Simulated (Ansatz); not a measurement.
# Ge(CF3)Me3 (C₄H₉F₃Ge): geometry, orbitals and charge

What does Ge(CF3)Me3 (C₄H₉F₃Ge) look like as a singlet, and where do its frontier electrons sit?

Method: RKS PBE0-D4/def2-TZVP; program: Ansatz 0.2.0, Gaussian basis.

Plan: relaxation at PBE0-D4/def2-SVP; a single point at PBE0-D4/def2-TZVP.

5 further runs of the same task are left out: 3 that didn't finish, 2 set aside as unsound or not needed.

**1. The system as given**

17 atoms, charge 0, spin multiplicity 1.

Atoms are counted from 1 here; the program's logs count them from 0.

Bond lengths: Ge1–C2 2.029 Å, Ge1–C6 1.982 Å, Ge1–C10 1.982 Å, Ge1–C14 1.982 Å, C2–F3 1.348 Å, C2–F4 1.349 Å, C2–F5 1.349 Å, C6–H7 1.086 Å, C6–H8 1.086 Å, C6–H9 1.087 Å, C10–H11 1.086 Å, C10–H12 1.087 Å, C10–H13 1.087 Å, C14–H15 1.087 Å, C14–H16 1.087 Å, C14–H17 1.086 Å. Angles: C2–Ge1–C6 104.6°, C2–Ge1–C10 104.8°, C2–Ge1–C14 104.8°, C6–Ge1–C10 113.8°, C6–Ge1–C14 113.8°, C10–Ge1–C14 113.6°, Ge1–C2–F3 112.8°, Ge1–C2–F4 112.5°, Ge1–C2–F5 112.5°, F3–C2–F4 106.2°, F3–C2–F5 106.2°, F4–C2–F5 106.1°, Ge1–C6–H7 110.7°, Ge1–C6–H8 110.4°, Ge1–C6–H9 110.4°, H7–C6–H8 108.4°, H7–C6–H9 108.4°, H8–C6–H9 108.4° and more.

Geometry (Å):

```xyz
17

Ge   -0.0001    0.0014   -0.1622
C    -0.0019   -0.0155    1.8663
F    -1.2450    0.0089    2.3874
F     0.6472    1.0439    2.3920
F     0.5970   -1.1121    2.3747
C     1.9183    0.0015   -0.6609
H     2.0351    0.0091   -1.7405
H     2.4115   -0.8836   -0.2686
H     2.4144    0.8793   -0.2559
C    -0.9552    1.6661   -0.6563
H    -1.0123    1.7699   -1.7355
H    -0.4382    2.5337   -0.2552
H    -1.9667    1.6560   -0.2591
C    -0.9622   -1.6513   -0.6827
H    -1.9760   -1.6391   -0.2910
H    -0.4524   -2.5269   -0.2889
H    -1.0134   -1.7413   -1.7637
```

The start is a GFN2-xTB geometry.

**2. Optimising with PBE0-D4/def2-SVP**

Contents of in.yaml:

```yaml
crystal:
  periodic: [false, false, false]
  atoms:
    - {symbol: Ge, position_ang: [-0.000140, 0.001420, -0.162220]}
    - {symbol: C, position_ang: [-0.001880, -0.015470, 1.866310]}
    - {symbol: F, position_ang: [-1.245020, 0.008940, 2.387440]}
    - {symbol: F, position_ang: [0.647150, 1.043870, 2.392040]}
    - {symbol: F, position_ang: [0.596980, -1.112150, 2.374660]}
    - {symbol: C, position_ang: [1.918300, 0.001480, -0.660910]}
    - {symbol: H, position_ang: [2.035100, 0.009070, -1.740470]}
    - {symbol: H, position_ang: [2.411510, -0.883570, -0.268630]}
    - {symbol: H, position_ang: [2.414420, 0.879350, -0.255890]}
    - {symbol: C, position_ang: [-0.955160, 1.666050, -0.656260]}
    - {symbol: H, position_ang: [-1.012290, 1.769920, -1.735480]}
    - {symbol: H, position_ang: [-0.438230, 2.533730, -0.255190]}
    - {symbol: H, position_ang: [-1.966660, 1.655970, -0.259050]}
    - {symbol: C, position_ang: [-0.962190, -1.651320, -0.682700]}
    - {symbol: H, position_ang: [-1.976010, -1.639100, -0.290980]}
    - {symbol: H, position_ang: [-0.452440, -2.526880, -0.288940]}
    - {symbol: H, position_ang: [-1.013430, -1.741320, -1.763730]}
basis:
  gaussian: {orbitals: def2-SVP}
hamiltonian: {xc: pbe0, dispersion: d4}
scf: {lower_state_search: "off"}
output: {orbitals: {seedname: orbitals}}
relax: {f_tol: 0.02, max_steps: 100}
```

Started as:

```console
$ ansatz run in.yaml --threads 4 --pin off --events-out ev --progress --plain --max-ram 4787MiB
```

After this run come: Single point, PBE0-D4/def2-TZVP.

**Question.** What will the summary of the whole plan be? Wanted: point group; commonest bond, hydrogen aside; HOMO, LUMO at PBE0-D4/def2-TZVP; dipole at PBE0-D4/def2-SVP.

As calculated:

```
                       quantity                           value
                    point group                             C3v
 commonest bond, hydrogen aside  C–Ge, 4 of mean length 1.960 Å
HOMO, LUMO at PBE0-D4/def2-TZVP                  -8.54, 0.72 eV
     dipole at PBE0-D4/def2-SVP                          2.74 D
```

In words: The molecule keeps its bonding pattern by the stored test; the atoms moved 0.05 Å (rms). No usable vibrations, so a minimum isn't proven.
